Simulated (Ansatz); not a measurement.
# Ti3InC: the cost of one run

Method: DFT PBEsol, scalar-relativistic, plane waves, PAW, in Ansatz 0.2.0.

## 1. Starting point

Symmetry: Pm-3m, No. 221, cubic system. Conventional cell: a = 4.246 Å, b = 4.246 Å, c = 4.246 Å, α = 90.00°, β = 90.00°, γ = 90.00°. Ti (site symmetry 4/mmm) has 2 C at 2.12 Å as nearest neighbours. Around In (site symmetry m-3m) lie 12 Ti at 3.00 Å. Around C (site symmetry m-3m) lie 6 Ti at 2.12 Å.

Coordinates:

```xyz
5
Lattice="4.2463 0.0000 0.0000 0.0000 4.2463 0.0000 0.0000 0.0000 4.2463" Properties=species:S:1:pos:R:3 pbc="T T T"
Ti    2.1231    2.1231    0.0000
Ti    2.1231    0.0000    2.1231
Ti    0.0000    2.1231    2.1231
In    0.0000    0.0000    0.0000
C     2.1231    2.1231    2.1231
```

It goes back to an entry of the Materials Project, which need not be the stable form.

This cell was relaxed beforehand with the same method: volume 15.31 Å³/atom, gap on the mesh none (metal).

## 2. Relaxing with PBEsol

input.yaml reads:

```yaml
crystal:
  lattice:
    - [4.2462580888, 0.0, 0.0]
    - [0.0, 4.2462580888, 0.0]
    - [0.0, 0.0, 4.2462580888]
  atoms:
    - { symbol: Ti, position: [0.5, 0.5, 0.0] }
    - { symbol: Ti, position: [0.5, 0.0, 0.5] }
    - { symbol: Ti, position: [0.0, 0.5, 0.5] }
    - { symbol: In, position: [0.0, 0.0, 0.0] }
    - { symbol: C, position: [0.5, 0.5, 0.5] }
basis:
  ecutwfc: 420
kpoints:
  mp_grid: { grid: [8, 8, 8] }
hamiltonian:
  xc: pbesol
scf:
  occupations: { method: gaussian, width: 0.1 }
output:
  forces: true
  stress: true
  eigenvalues: true
relax:
  adjacent_minimum: "off"
  f_tol: 0.005
  max_steps: 50
  cell: { stress_tol: 0.05 }
```

**Question.** How long does this run take on 1 thread of an x86-64 CPU, shared host, and how much memory does it need?

About 27 s, with a peak of 0.69 GiB.
